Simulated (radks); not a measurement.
**Co in [Ar] 3d7 4s2: an all-electron calculation**

The task here is to estimate one member of a computed series from the others.

Method: Dirac Kohn-Sham, RPBE, spin-unpolarised, spherical densities, point nucleus; open shells fill j = l - 1/2 first. Code: radks (a radial shooting solver on a logarithmic mesh, Libxc functionals) version 1.

## What is computed

- element: cobalt (Z = 27)
- charge: 0
- electrons: 27
- configuration: [Ar] 3d7 4s2

Set-up of the first run:

Settings of this run:

```text
Z 27
configuration [Ar] 3d7 4s2 4p0 5s0 4d0 4f0
relativity Dirac
functional rpbe,pbe
spin unpolarised
j_filling energy
nucleus point
c 137.035999084
```

One table of the session follows, with a row left open; its other results are not shown here.

It belongs to the step «Shells». From the orbitals of this run (lengths in bohr):

| level | <r> | outermost maximum (interpolated) | 90 % within | nodes |
| --- | --- | --- | --- | --- |
| 1s1/2 | 0.05618 | 0.0368 | 0.100 | 0 |
| 2s1/2 | 0.2552 | 0.213 | 0.396 | 1 |
| 2p1/2 | 0.2228 | 0.170 | 0.365 | 0 |
| 2p3/2 | 0.2259 | 0.173 | 0.370 | 0 |
| 3s1/2 | 0.7734 | 0.669 | 1.16 | 2 |
| 3p1/2 | 0.8095 | 0.674 | 1.25 | 1 |
| 3p3/2 | 0.8192 | 0.681 | 1.26 | 1 |
| 3d3/2 | 1.067 | 0.668 | 1.88 | 0 |
| 3d5/2 | 1.074 | 0.670 | 1.90 | 0 |
| 4s1/2 | 2.912 | 2.33 | 4.49 | 3 |
| 4p1/2 | 4.499 | 3.23 | 7.27 | 2 |
| 4p3/2 | ? | ? | ? | ? |

**Question.** Estimate the row for 4p3/2.

As computed: <r>: 4.565; outermost maximum (interpolated): 3.28; 90 % within: 7.37; nodes: 2. In the column «<r>» it is the highest.

To keep in mind: Spin polarisation and multiplet splitting are left out.
